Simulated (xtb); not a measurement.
# ZrH3ClO3 (SMILES [OH][Zr]([OH])([OH])[Cl]) at GFN1-xTB

Aim: an optimisation with harmonic vibrations of ZrH3ClO3. 

The results are computed with xtb 6.7.1.

3 further runs of the same task are left out: 3 set aside as unsound or not needed.

**1. The system as given**

ZrH3ClO3 has 8 atoms, charge 0, and is taken as a singlet. SMILES: `[OH][Zr]([OH])([OH])[Cl]`. Geometry: a GFN2-xTB relaxation, a rough one for these elements and not checked as a minimum. This is one conformer, not always the lowest. The run starts from this shape.

Bond lengths: O1–Zr2 1.871 Å, Zr2–O3 1.875 Å, Zr2–O4 1.870 Å, Zr2–Cl5 2.284 Å, O1–H6 0.965 Å, O3–H7 0.968 Å, O4–H8 0.964 Å. Angles: O1–Zr2–O3 109.2°, O1–Zr2–O4 110.1°, O1–Zr2–Cl5 112.4°, O3–Zr2–O4 109.8°, O3–Zr2–Cl5 100.2°, O4–Zr2–Cl5 114.6°, Zr2–O1–H6 130.7°, Zr2–O3–H7 120.0°, Zr2–O4–H8 131.0°.

**2. An optimisation with harmonic vibrations at GFN1-xTB**

geom.xyz reads:

```xyz
8

O     -1.169070     1.387350     0.236090
Zr     0.008600     0.051540    -0.338080
O      1.473690    -0.023610     0.830140
O     -0.861380    -1.603550    -0.371080
Cl     1.069170     0.605570    -2.283660
H     -1.703300     1.454250     1.036480
H      2.337910     0.307220     0.545130
H     -1.155610    -2.178770     0.344960
```

On the command line:

```
xtb geom.xyz --gfn 1 --ohess vtight | tee run.log
```

What values should one expect? Wanted: total energy at the end; dipole moment; HOMO energy; LUMO energy; HOMO–LUMO gap; dispersion energy; lowest harmonic wavenumber; highest harmonic wavenumber; zero-point energy.

**Answer.** As computed:

At GFN1-xTB:

```
                   quantity         value
    total energy at the end  -21.59989 Eh
              dipole moment        5.07 D
                HOMO energy     -12.39 eV
                LUMO energy      -7.98 eV
              HOMO–LUMO gap       4.41 eV
          dispersion energy  -6.41 kJ/mol
 lowest harmonic wavenumber      106 cm⁻¹
highest harmonic wavenumber     3708 cm⁻¹
          zero-point energy   94.2 kJ/mol
```

In words: At the final geometry: Bond lengths: O1–Zr2 1.869 Å, Zr2–O3 1.869 Å, Zr2–O4 1.869 Å, Zr2–Cl5 2.333 Å, O1–H6 0.958 Å, O3–H7 0.958 Å, O4–H8 0.958 Å. Angles: O1–Zr2–O3 111.7°, O1–Zr2–O4 111.6°, O1–Zr2–Cl5 107.3°, O3–Zr2–O4 111.6°, O3–Zr2–Cl5 107.2°, O4–Zr2–Cl5 107.3°, Zr2–O1–H6 175.2°, Zr2–O3–H7 175.5°, Zr2–O4–H8 175.3°. All 18 modes are real, so the shape is a minimum at this level.
